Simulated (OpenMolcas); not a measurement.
**Cu⁴⁺ among point charges: CASSCF and CASPT2 levels and susceptibility**

Aim: the splitting of the states of Cu⁴⁺ in the field of 6 point charges, its lowest levels with spin-orbit coupling and its magnetic susceptibility.

Method: state-averaged CASSCF and CASPT2, spin-orbit coupling by RASSI with atomic mean-field integrals. Code: OpenMolcas 26.06.

### 1 The atom as given

- Species: Cu⁴⁺ (copper, Z = 29, 25 electrons)
- Basis: ANO-RCC-VDZP [5s4p2d1f], 34 functions
- Scalar Hamiltonian: DKH2, point nucleus
- Inactive shells: 1s 2s 2p 3s 3p
- Active space: 7 electrons in 5 orbitals (3d)
- Some configurations of this space: 3d⁷
- Orbitals: optimised for each spin and parity, averaged over all roots

The outer shells:

3d7
```
3d [↑↓][↑↓][↑ ][↑ ][↑ ]
```

The ion sits among 6 point charges of -1 e arranged as an octahedron (Oh), 1.85 Å from the ion.

Each step is its own input file, run in one work folder so that later steps find the files of earlier ones. Labels, J, g values, rates, χT and fits are worked out afterwards by a script from the matrices that RASSI stores. The input lists half of the charges; inversion (Group=XYZ) makes the rest.

### 2 GATEWAY and SEWARD: basis and integrals

Input file a.inp:

```
&GATEWAY
Coord
1

Cu 0.0 0.0 0.0
Basis=ANO-RCC-VDZP
Group=XYZ
NoMove
AngMom=0.0 0.0 0.0
AMFI
XField
3 Angstrom 0
1.850000 0.000000 0.000000 -1.000000
0.000000 1.850000 0.000000 -1.000000
0.000000 0.000000 1.850000 -1.000000
&SEWARD
```

Launch:

```bash
$ OMP_NUM_THREADS=1 MOLCAS_MEM=1689 MOLCAS_PROJECT=a pymolcas a.inp > a.log
```

Log:

```text
Basis set label: CU.ANO-RCC...5S4P2D1F.

      Electronic valence basis set:
      ------------------
      Associated Effective Charge  29.000000 au
      Associated Actual Charge     29.000000 au
      Nuclear Model: Point charge

      Shell  nPrim  nBasis  Cartesian Spherical Contaminant
         s      21       5        X
         p      15       4        X
         d      10       2                 X
         f       6       1                 X
                  Relativistic Douglas-Kroll-Hess integrals:
                    - DKH order of Hamiltonian: 2
                    - DKH order of Properties : 0
                  Atomic mean-field integrals
```

### 3 CASSCF: quartets of even parity, 10 roots

Input file a.inp:

```
&RASSCF
FileOrb=start.orb
Symmetry=1
Spin=4
nActEl=7 0 0
Inactive=3 6
Ras2=5 0
CIRoot=10 10 1
SDav=10
CIMx=300
Iter=120 100
PrWF=0.3
OrbListing=Nothing
MaxOrb=0
>>> COPY $Project.JobIph JOB001
```

start.orb holds the contracted functions of the basis, ordered by shell, or the orbitals of the step before.

Log, cut to the lines that bear on the results:

```text
[...]
      Number of active orbitals                  5
[...]
      Spin quantum number                      1.5
[...]
      Active orbitals                            5   0
[...]
      Number of CSFs                            10
      Number of root(s) required                10
[...]
      Convergence after  8 iterations
[...]
      Natural orbitals and occupation numbers for root  1
      sym 1:   1.945741   1.054259   1.054259   1.945741   1.000000
      Natural orbitals and occupation numbers for root  2
      sym 1:   1.169229   1.000000   1.830771   1.169229   1.830771
      Natural orbitals and occupation numbers for root  3
      sym 1:   1.000000   1.950029   1.049971   1.950029   1.049971
::    RASSCF root number  1 Total energy:  -1655.74460104
::    RASSCF root number  2 Total energy:  -1655.74460104
::    RASSCF root number  3 Total energy:  -1655.74460104
[...]
::    RASSCF root number  7 Total energy:  -1655.73270645
::    RASSCF root number  8 Total energy:  -1655.63217671
::    RASSCF root number  9 Total energy:  -1655.63217671
::    RASSCF root number 10 Total energy:  -1655.63217671
```

### 4 CASSCF: doublets of even parity, 40 roots

Input file a.inp:

```
&RASSCF
FileOrb=start.orb
Symmetry=1
Spin=2
nActEl=7 0 0
Inactive=3 6
Ras2=5 0
CIRoot=40 40 1
SDav=40
CIMx=300
Iter=120 100
PrWF=0.3
OrbListing=Nothing
MaxOrb=0
>>> COPY $Project.JobIph JOB002
```

Log, cut to the lines that bear on the results:

```text
[...]
      Number of active orbitals                  5
[...]
      Spin quantum number                      0.5
[...]
      Active orbitals                            5   0
[...]
      Number of CSFs                            40
      Number of root(s) required                40
[...]
      Convergence after  7 iterations
[...]
      Natural orbitals and occupation numbers for root  1
      sym 1:   1.337710   0.931464   1.536027   1.641076   1.553723
      Natural orbitals and occupation numbers for root  2
      sym 1:   0.931464   1.337710   1.617857   1.512808   1.600161
      Natural orbitals and occupation numbers for root  3
      sym 1:   1.510791   1.230839   1.294790   1.508784   1.454795
::    RASSCF root number  1 Total energy:  -1655.63239195
::    RASSCF root number  2 Total energy:  -1655.63239195
::    RASSCF root number  3 Total energy:  -1655.63194116
[...]
::    RASSCF root number 27 Total energy:  -1655.58094002
::    RASSCF root number 28 Total energy:  -1655.58094002
::    RASSCF root number 29 Total energy:  -1655.48744324
::    RASSCF root number 30 Total energy:  -1655.48744324
```

### 5 RASSI: spin-orbit coupling between the states

Input file a.inp:

```
&RASSI
NrOfJobIphs=2 10 40
1 2 3 4 5 6 7 8 9 10
1 2 3 4 5 6 7 8 9 10 11 12 13 14 15 16 17 18 19 20 21 22 23 24 25 26 27
28 29 30 31 32 33 34 35 36 37 38 39 40
IphNames
JOB001
JOB002
EJob
SpinOrbit
DIPRint=1.0
SOCoupling=1000.0
Subsets=2
Property=9
'ANGMOM' 1 'ANGMOM' 2 'ANGMOM' 3 'MLTPL  1' 1 'MLTPL  1' 2 'MLTPL  1' 3
'AMFI' 1 'AMFI' 2 'AMFI' 3
SOProperty=3
'ANGMOM' 1 'ANGMOM' 2 'ANGMOM' 3
```

Launch:

```bash
$ OMP_NUM_THREADS=1 MOLCAS_MEM=1689 MOLCAS_PROJECT=a pymolcas a.inp > a.log
```

Log, cut to the lines that bear on the results:

```text
SPIN-FREE ENERGIES:
  (Shifted by EMIN (a.u.) =      -1655.7446010438)
 SF State       Relative EMIN(au)   Rel lowest level(eV)    D:o, cm**(-1)      L_eff
     1             0.0000000000        0.0000000000              0.0000         3.0
     2             0.0000000000        0.0000000000              0.0000         3.0
     3             0.0000000000        0.0000000000              0.0000         3.0
     4             0.0053119900        0.1445466121           1165.8471         3.0
     5             0.0053119900        0.1445466121           1165.8471         3.0
     6             0.0053119900        0.1445466121           1165.8471         3.0
     7             0.0118945944        0.3236684018           2610.5617         3.0
    11             0.1122090953        3.0533650312          24627.0498         4.0
    12             0.1122090953        3.0533650312          24627.0498         4.0
    10             0.1124243347        3.0592219946          24674.2894         1.0
[...]
Eigenvalues of complex Hamiltonian:
   -----------------------------------
  (Shifted by EMIN (a.u.) =      -1655.7446010438)
 SO State       Relative EMIN(au)   Rel lowest level(eV)    D:o, cm**(-1)     J-value
     1            -0.0071285933        0.0000000000              0.0000         3.6
     2            -0.0071285933        0.0000000000              0.0000         3.6
     3            -0.0056950556        0.0390085478            314.6252         3.3
     4            -0.0056950556        0.0390085478            314.6252         3.1
     5            -0.0056950556        0.0390085478            314.6252         3.9
     6            -0.0056950556        0.0390085478            314.6252         3.7
     7            -0.0028658105        0.1159962301            935.5727         3.6
     8            -0.0028658105        0.1159962301            935.5727         3.1
     9            -0.0028658105        0.1159962301            935.5727         3.2
    10            -0.0028658105        0.1159962301            935.5727         3.7
    11             0.0020045458        0.2485253757           2004.4923         2.6
[...]
```

These steps took 12 s in all on 1 thread of Intel Xeon Platinum 8488C (Sapphire Rapids), shared host.

States without spin-orbit coupling:

```tsv
state	degeneracy	E (cm-1)	free-ion L (%)
4T1	3	0	F (100)
4T2	3	1166	F (100)
4A2	1	2611	F (100)
2E	2	24627	G (96)
4T1	3	24674	P (100)
2T2	3	24726	G (100)
2T1	3	24916	G (98)
2A1	1	25167	G (100)
2T1	3	32366	P (63)
2T1	3	32550	H (96)
2E	2	32747	H (96)
2T2	3	32942	H (96)
2T1	3	33766	H (65)
2E	2	35628	D (98)
2T2	3	35919	D (96)
2T1	3	56440	F (100)
2T2	3	56554	F (100)
2A2	1	56760	F (100)
2E	2	88334	D (100)
2T2	3	88345	D (100)
```

With spin-orbit coupling:

```
E (cm-1)  Degeneracy  Label  2S+1               g
     0.0           2     Γ6     4  5.00 5.00 5.00
   314.6           4     Γ8     4                
   935.6           4     Γ8     4                
    2004           2     Γ7     4  1.65 1.65 1.65
    2548           4     Γ8     4                
    2578           2     Γ6     4  3.00 3.00 3.00
    3412           2     Γ7     4  0.35 0.35 0.35
    3612           4     Γ8     4                
    5054           4     Γ8     4                
   25283           4     Γ8     2                
   25608           4     Γ8     4                
   25622           2     Γ7     4  2.66 2.66 2.66
   25669           4     Γ8     2                
   25956           2     Γ6     2  3.99 3.99 3.99
   26037           4     Γ8     4                
   26902           2     Γ6     4  2.59 2.59 2.59
   27078           2     Γ7     2  2.64 2.64 2.64
   27104           4     Γ8     2                
   27357           2     Γ6     2  2.00 2.00 2.00
   33270           4     Γ8     2                
   33576           2     Γ6     2  3.92 3.92 3.92
   33682           4     Γ8     2                
   33986           2     Γ7     2  3.91 3.91 3.91
   34565           4     Γ8     2
```

Principal g values are given for doublets only; a zero marks a field direction without first-order Zeeman splitting.

Powder χT (cm³ K/mol): 2.37 at 2 K, 2.41 at 5 K, 2.48 at 10 K, 2.61 at 20 K, 3.02 at 50 K, 3.67 at 100 K, 4.15 at 150 K, 4.46 at 200 K, 4.66 at 250 K, 4.80 at 300 K.

A ligand-field fit to the states below 45000 cm-1 gives 10Dq = 1348 cm-1, B = 1584 cm-1 and C = 5905 cm-1 (C/B = 3.73), with a deviation of 46 cm-1.

Orbitals of the lowest block (energies include the constant potential of the surroundings):

```tsv
shell	space	energy (hartree)	mean occupation	⟨r²⟩ (bohr²)
1s	inactive	-333.3108	2.000	0.00362
2s	inactive	-42.5869	2.000	0.0646
2p	inactive	-36.7250	6.000	0.0521
3s	inactive	-6.0254	2.000	0.576
3p	inactive	-4.1929	6.000	0.625
3d	RAS2		7.000	0.839
```

### 6 CASPT2: IPEA 0.25, imaginary shift 0.1 (closed shells correlated: 3s 3p)

Input file a.inp:

```
>>> COPY JOB001 $Project.JobIph
&CASPT2
Multistate=10 1 2 3 4 5 6 7 8 9 10
NoMult
Frozen=2 3
IPEA=0.25
Imaginary=0.1
MaxIter=60
WThr=0.0 0.3 0.05
PrWF=0.5
NoMix
>>> COPY JOB002 $Project.JobIph
&CASPT2
Multistate=40 1 2 3 4 5 6 7 8 9 10 11 12 13 14 15 16 17 18 19 20 21 22
23 24 25 26 27 28 29 30 31 32 33 34 35 36 37 38 39 40
NoMult
Frozen=2 3
IPEA=0.25
Imaginary=0.1
MaxIter=60
WThr=0.0 0.3 0.05
PrWF=0.5
NoMix
```

Launch:

```bash
$ OMP_NUM_THREADS=1 MOLCAS_MEM=1689 MOLCAS_PROJECT=a pymolcas a.inp > a.log
```

Log:

```text
Orbital specifications:
      -----------------------

      Symmetry species                           1   2
                                                ag  au
      Frozen orbitals                            2   3
      Inactive orbitals                          1   3
      Active orbitals                            5   0
      Secondary orbitals                         7  13
      Deleted orbitals                           0   0
      Number of basis functions                 15  19
Type of calculation                        SS-CASPT2
      Fock operator                              state-specific
      IPEA shift                                 0.25
      Real shift                                 0.00
      Imaginary shift                            0.10
      The input orbitals will be transformed to quasi-canonical
Reference energy:       -1655.7446010438
      E2 (Non-variational):      -0.3304514292
      Shift correction:          -0.0000496404
      E2 (Variational):          -0.3305010696
      Total energy:           -1656.0751021134
      Residual norm:              0.0000001420
      Reference weight:           0.96370
      Contributions to the CASPT2 correlation energy
      Active & Virtual Only:         -0.1253486627
      One Inactive Excited:          -0.1528516883
      Two Inactive Excited:          -0.0522510781
Reference energy:       -1655.7446010438
      E2 (Non-variational):      -0.3320050005
      Shift correction:          -0.0000507146
      E2 (Variational):          -0.3320557151
      Total energy:           -1656.0766567589
      Residual norm:              0.0000001146
      Reference weight:           0.96329
      Contributions to the CASPT2 correlation energy
      Active & Virtual Only:         -0.1261891569
      One Inactive Excited:          -0.1534002191
      Two Inactive Excited:          -0.0524156245
::    CASPT2 Root  1     Total energy:  -1656.07510211
::    CASPT2 Root  2     Total energy:  -1656.07665676
::    CASPT2 Root  3     Total energy:  -1656.07503814
::    CASPT2 Root  4     Total energy:  -1656.06838440
::    CASPT2 Root  5     Total energy:  -1656.06838977
::    CASPT2 Root  6     Total energy:  -1656.06840897
::    CASPT2 Root  7     Total energy:  -1656.06080458
::    CASPT2 Root  8     Total energy:  -1655.97598421
::    CASPT2 Root  9     Total energy:  -1655.97601448
::    CASPT2 Root 10     Total energy:  -1655.97603677
Orbital specifications:
      -----------------------

      Symmetry species                           1   2
                                                ag  au
      Frozen orbitals                            2   3
      Inactive orbitals                          1   3
      Active orbitals                            5   0
      Secondary orbitals                         7  13
      Deleted orbitals                           0   0
      Number of basis functions                 15  19
Type of calculation                        SS-CASPT2
      Fock operator                              state-specific
      IPEA shift                                 0.25
      Real shift                                 0.00
      Imaginary shift                            0.10
      The input orbitals will be transformed to quasi-canonical
Reference energy:       -1655.6323919486
      E2 (Non-variational):      -0.3393110729
      Shift correction:          -0.0000518245
      E2 (Variational):          -0.3393628974
      Total energy:           -1655.9717548459
      Residual norm:              0.0000000636
      Reference weight:           0.96229
      Contributions to the CASPT2 correlation energy
      Active & Virtual Only:         -0.1280150305
      One Inactive Excited:          -0.1573278895
      Two Inactive Excited:          -0.0539681530
Reference energy:       -1655.6323919485
      E2 (Non-variational):      -0.3391422231
      Shift correction:          -0.0000517148
      E2 (Variational):          -0.3391939379
      Total energy:           -1655.9715858865
      Residual norm:              0.0000000636
      Reference weight:           0.96233
      Contributions to the CASPT2 correlation energy
      Active & Virtual Only:         -0.1279909501
      One Inactive Excited:          -0.1571790614
      Two Inactive Excited:          -0.0539722117
::    CASPT2 Root  1     Total energy:  -1655.97175485
::    CASPT2 Root  2     Total energy:  -1655.97158589
::    CASPT2 Root  3     Total energy:  -1655.97168517
::    CASPT2 Root  4     Total energy:  -1655.97169008
::    CASPT2 Root  5     Total energy:  -1655.97169407
::    CASPT2 Root  6     Total energy:  -1655.97099698
::    CASPT2 Root  7     Total energy:  -1655.97079157
::    CASPT2 Root  8     Total energy:  -1655.97076112
::    CASPT2 Root  9     Total energy:  -1655.96984453
::    CASPT2 Root 10     Total energy:  -1655.94734801
::    CASPT2 Root 11     Total energy:  -1655.94722575
::    CASPT2 Root 12     Total energy:  -1655.94723827
::    CASPT2 Root 13     Total energy:  -1655.93448511
::    CASPT2 Root 14     Total energy:  -1655.93455069
::    CASPT2 Root 15     Total energy:  -1655.93456352
::    CASPT2 Root 16     Total energy:  -1655.93334596
::    CASPT2 Root 17     Total energy:  -1655.93293874
::    CASPT2 Root 18     Total energy:  -1655.93228894
::    CASPT2 Root 19     Total energy:  -1655.93225266
::    CASPT2 Root 20     Total energy:  -1655.93225504
::    CASPT2 Root 21     Total energy:  -1655.93239514
::    CASPT2 Root 22     Total energy:  -1655.93238348
::    CASPT2 Root 23     Total energy:  -1655.93240441
::    CASPT2 Root 24     Total energy:  -1655.93231105
::    CASPT2 Root 25     Total energy:  -1655.93189107
::    CASPT2 Root 26     Total energy:  -1655.92986771
::    CASPT2 Root 27     Total energy:  -1655.92986715
::    CASPT2 Root 28     Total energy:  -1655.92986668
::    CASPT2 Root 29     Total energy:  -1655.84121344
::    CASPT2 Root 30     Total energy:  -1655.84124756
```

Time for this run: 2.8 s (1 thread of Intel Xeon Platinum 8488C (Sapphire Rapids), shared host).

SS-CASPT2: lowest energy less the reference's lowest, -0.3310 hartree; reference weights 0.958 to 0.964.

Spin-free states, with their symmetry labels:

```tsv
state	degeneracy	E (cm-1)	free-ion L (%)
4T1	3	0	F (100)
4T2	3	1581	F (100)
4A2	1	3247	F (100)
4T1	3	21857	P (100)
2T2	3	22805	G (100)
2E	2	22810	G (96)
2T1	3	22990	G (98)
2A1	1	23210	G (100)
2T1	3	28165	P (63)
2T1	3	30960	H (96)
2E	2	31266	H (96)
2T1	3	31430	H (65)
2T2	3	31458	H (96)
2E	2	31494	D (98)
2T2	3	31984	D (96)
2T1	3	51440	F (100)
2T2	3	51465	F (100)
2A2	1	51731	F (100)
2T2	3	80278	D (100)
2E	2	80377	D (100)
```

With spin-orbit coupling:

| E (cm-1) | Degeneracy | Label | 2S+1 | g |
| --- | --- | --- | --- | --- |
| 0 | 2 | Γ6 | 4 | 4.96 4.96 4.96 |
| 390 | 4 | Γ8 | 4 |  |
| 1110 | 4 | Γ8 | 4 |  |
| 2060 | 2 | Γ7 | 4 | 1.04 1.04 1.04 |
| 2890 | 4 | Γ8 | 4 |  |
| 2950 | 2 | Γ6 | 4 | 2.96 2.96 2.96 |
| 3740 | 2 | Γ7 | 4 | 0.96 0.96 0.96 |
| 3850 | 4 | Γ8 | 4 |  |
| 5570 | 4 | Γ8 | 4 |  |
| 22780 | 2 | Γ7 | 4 | 2.66 2.66 2.66 |
| 22780 | 4 | Γ8 | 4 |  |
| 23140 | 4 | Γ8 | 4 |  |
| 23400 | 4 | Γ8 | 2 |  |
| 23750 | 4 | Γ8 | 2 |  |
| 23940 | 2 | Γ6 | 2 | 3.72 3.72 3.72 |
| 24070 | 2 | Γ6 | 4 | 2.90 2.90 2.90 |
| 25140 | 2 | Γ7 | 2 | 2.64 2.64 2.64 |
| 25200 | 4 | Γ8 | 2 |  |
| 25400 | 2 | Γ6 | 2 | 2.05 2.05 2.05 |
| 29290 | 4 | Γ8 | 2 |  |
| 30540 | 2 | Γ6 | 2 | 0.68 0.68 0.68 |
| 32050 | 4 | Γ8 | 2 |  |
| 32150 | 2 | Γ6 | 2 | 2.99 2.99 2.99 |
| 32220 | 4 | Γ8 | 2 |  |

Powder χT (cm³ K/mol): 2.33 at 2 K, 2.36 at 5 K, 2.42 at 10 K, 2.53 at 20 K, 2.86 at 50 K, 3.40 at 100 K, 3.85 at 150 K, 4.18 at 200 K, 4.41 at 250 K, 4.57 at 300 K.

A ligand-field fit to the states below 45000 cm-1 gives 10Dq = 1650 cm-1, B = 1399 cm-1 and C = 5426 cm-1 (C/B = 3.88), with a deviation of 816 cm-1.

### 7 The methods side by side

A. CASSCF
B. SS-CASPT2, IPEA 0.25, imaginary shift 0.1 (closed shells correlated: 3s 3p)

```tsv
method	ground state	first state of that spin (cm-1)	first gap with spin-orbit (cm-1)	χT at 300 K
A	4T1	4T2 1166	314.6	4.80
B	4T1	4T2 1581	390.4	4.57
```

### 8 Outcome

| quantity | value |
| --- | --- |
| method | SS-CASPT2, IPEA 0.25, imaginary shift 0.1 (closed shells correlated: 3s 3p) |
| spin-free ground state | 4T1, 3-fold in its orbital part |
| first state of the same spin within the active space | 4T2 at 1580 cm⁻¹ |
| lowest level | 2-fold Γ6, g = 4.96, 4.96, 4.96 |
| next level | 390.4 cm⁻¹ |
| χT at 300 K | 4.57 cm³ K/mol |
| effective moment at 300 K | 6.04 μB |

Cost by method:

```tsv
method	time of its own steps	time with the reference
A. CASSCF	12 s	12 s
B. SS-CASPT2, IPEA 0.25, imaginary shift 0.1, +3s 3p	2.8 s	15 s
```

Times are of one thread on a shared host.

The spin-free ground state (4T1) comes to 100 % from free-ion F terms and keeps the highest spin of the shell. χT at 300 K is 4.57, against 1.88 cm³ K/mol for the spin alone, so orbital moment adds to it. An active space of the d shell alone favours high spin; real ions in strong fields can be low spin. A ligand-field fit to the states below 45000 cm-1 gives 10Dq = 1650 cm-1, B = 1399 cm-1 and C = 5426 cm-1 (C/B = 3.88), with a deviation of 816 cm-1. CASPT2 does not keep the components of a term degenerate, and the means are used. The field of point charges can differ much from that of real complexes. With metal d orbitals alone active, the gaps between spin states are rough; where two lie within a few thousand cm-1, their order is open. Point charges carry no covalency, so the field is a model and not that of real ligands.
